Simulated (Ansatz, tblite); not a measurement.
**The cluster Na6Au+: rung by rung**

One table from this session's results is given with a row withheld; the runs are named, their logs left out.

Program: Ansatz 0.2.0, Gaussian basis. Level of theory: as each input shows. These are calculated values, not measurements.

The runs, in order: GFN1-xTB, GFN2-xTB, PBE-D4/def2-TZVP, r2SCAN-D4/def2-TZVP, ωB97M-V/def2-TZVP, BLYP-D4/def2-TZVP, r2SCAN0-D4/def2-TZVP, PBE-D4/def2-SVP, PBE0-D4/def2-SVP, CCSD(T)/def2-SVP, MP2/def2-TZVP.

3 further runs of the same task are left out: 3 set aside as unsound or not needed. Runs told in other sessions of the task aren't counted.

### The geometry

The geometry is that of the singlet, from an earlier relaxation (PBE-D4/def2-SVP). At that level it is the lowest of the isomers that a small search found.

7 atoms, charge 1, spin multiplicity 1.

Bond lengths: Au1–Na2 2.910 Å, Au1–Na3 2.993 Å, Au1–Na4 2.864 Å, Au1–Na5 2.908 Å, Au1–Na6 3.006 Å, Na2–Na3 3.623 Å, Na2–Na5 3.836 Å, Na2–Na6 3.230 Å, Na2–Na7 3.559 Å, Na3–Na4 3.534 Å, Na3–Na6 3.841 Å, Na3–Na7 3.546 Å, Na5–Na6 3.550 Å, Na6–Na7 3.671 Å. Angles: Na2–Au1–Na3 75.7°, Na2–Au1–Na4 123.5°, Na2–Au1–Na5 82.5°, Na2–Au1–Na6 66.2°, Na3–Au1–Na4 74.2°, Na3–Au1–Na5 150.7°, Na3–Au1–Na6 79.6°, Na4–Au1–Na5 134.9°, Na4–Au1–Na6 147.5°, Na5–Au1–Na6 73.8°, Au1–Na2–Na3 53.2°, Au1–Na2–Na5 48.7°, Au1–Na2–Na6 58.4°, Au1–Na2–Na7 102.5°, Na3–Na2–Na5 99.8°, Na3–Na2–Na6 67.9°, Na3–Na2–Na7 59.2°, Na5–Na2–Na6 59.6° and more.

Au takes a core potential in the def2 sets. No spin-orbit coupling is included. The ion is computed in the gas phase, without counter-ions or solvent.

PBE0-D4/def2-TZVP was run before; its log isn't repeated, and its numbers join the tables.

Set-up of the first run:

Tight binding, by tblite at 300 K electronic temperature and without a spin-polarisation term:

```python
tblite.interface.Calculator('GFN1-xTB', numbers, positions, charge=1, uhf=0).singlepoint()
```

Tight binding, by tblite at 300 K electronic temperature and without a spin-polarisation term:

```python
tblite.interface.Calculator('GFN2-xTB', numbers, positions, charge=1, uhf=0).singlepoint()
```

start.molden holds the orbitals of an earlier run on this state, given as this run's starting guess.

Input file in.yaml:

```yaml
crystal:
  periodic: [false, false, false]
  atoms:
    - {symbol: Au, position_ang: [-0.362184, -0.697336, 1.079295]}
    - {symbol: Na, position_ang: [1.336376, 1.515187, 0.250726]}
    - {symbol: Na, position_ang: [-1.985796, 0.750806, -0.975679]}
    - {symbol: Na, position_ang: [-2.958020, -0.351378, 2.237756]}
    - {symbol: Na, position_ang: [2.167195, -1.795645, 2.001251]}
    - {symbol: Na, position_ang: [1.256263, -1.266356, -1.389279]}
    - {symbol: Na, position_ang: [0.546177, 1.844712, -3.204061]}
basis:
  gaussian: {orbitals: def2-TZVP, initial_orbitals: start.molden}
total_charge: 1
hamiltonian: {xc: pbe, dispersion: d4}
scf: {omitted_lower_state_checks: [starts]}
output: {forces: true, orbitals: {seedname: orbitals}}
```

Run with:

```
ansatz run in.yaml --threads 4 --pin off --events-out ev --progress --plain --max-ram 4787MiB
```

Among the steps run: PBE-D4/def2-TZVP; r2SCAN-D4/def2-TZVP; ωB97M-V/def2-TZVP; BLYP-D4/def2-TZVP; r2SCAN0-D4/def2-TZVP; PBE-D4/def2-SVP; PBE0-D4/def2-SVP; CCSD(T)/def2-SVP; MP2/def2-TZVP.

One table of the session follows, with a row left open; its other results are not shown here.

```
               level  HOMO (eV)  LUMO (eV)  gap (eV)
     PBE-D4/def2-SVP      -5.91      -5.03      0.88
    PBE-D4/def2-TZVP      -5.96      -5.07      0.88
   BLYP-D4/def2-TZVP      -5.85      -4.99      0.86
 r2SCAN-D4/def2-TZVP      -5.82      -4.81      1.01
    PBE0-D4/def2-SVP      -6.27      -4.48      1.79
   PBE0-D4/def2-TZVP      -6.32      -4.50      1.82
r2SCAN0-D4/def2-TZVP      -6.25      -4.37      1.87
   ωB97M-V/def2-TZVP          ?          ?         ?
```

**Question.** Estimate the row for ωB97M-V/def2-TZVP.

**Answer.** HOMO (eV): -7.53; LUMO (eV): -3.31; gap (eV): 4.22. In the column «HOMO (eV)» it is the lowest.
